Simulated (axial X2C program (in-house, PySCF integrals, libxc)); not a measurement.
# A two-component session on GaF: properties at the nuclei

Wanted for GaF: properties at the nuclei, at the two-component level.

Computed with an in-house X2C program for linear molecules on PySCF integrals. Level: two-component X2C with atomic mean-field terms, Ga dyall-acv3z, F dyall-av3z.

All values are calculated.

**1. Set-up**

task.json

```json
{
 "zs": [
  31,
  9
 ],
 "q": 0,
 "bas": [
  "dyall-acv3z",
  "dyall-av3z"
 ],
 "r0": 1.88,
 "levels": [
  "PBE0",
  "HF",
  "B3LYP"
 ],
 "nst": 1,
 "ff": 1,
 "thr": -3.5,
 "nmax": 130,
 "opt": {
  "ecut": 60
 }
}
```

Keys: zs atomic numbers; q charge; bas basis sets; r0 starting distance in Å; levels methods (HF also brings MP2); nst determinants followed; ff finite-field run; thr threshold in hartree for freezing inner shells (an s shell follows its p shell); nmax most natural virtual spinors; ecut virtual cutoff in hartree.

The run is started by

```console
> python soeom.py task.json out
```

Further steps of the session: Expectation values, lowest determinant; Finite-field coupled cluster.

Q: Predict the outcome of this session. Wanted: lowest determinant; qzz Ga; qzz F; μ (for each run or level that gives them).

**Answer**, as computed:

```
              quantity                 value
    lowest determinant  Ω = 0 (closed shell)
   qzz Ga (a.u.), PBE0                 -2.71
    qzz F (a.u.), PBE0                  0.53
           μ (D), PBE0                 -2.40
qzz Ga (a.u.), CCSD(T)                 -2.61
 qzz F (a.u.), CCSD(T)                  0.47
        μ (D), CCSD(T)                 -2.49
```

In words: The expectation values come from single determinants, which for open shells can mix terms of unlike spin or miss the lowest Ω, so a determinant need not be a state. qzz is the electric field gradient, eQq0 = 234.96 MHz × Q/barn × qzz; μ is positive if F is the positive end. The operators were transformed with the bare-nucleus X2C matrices. Correlation of the inner shells is missing, which matters for properties at the nucleus.
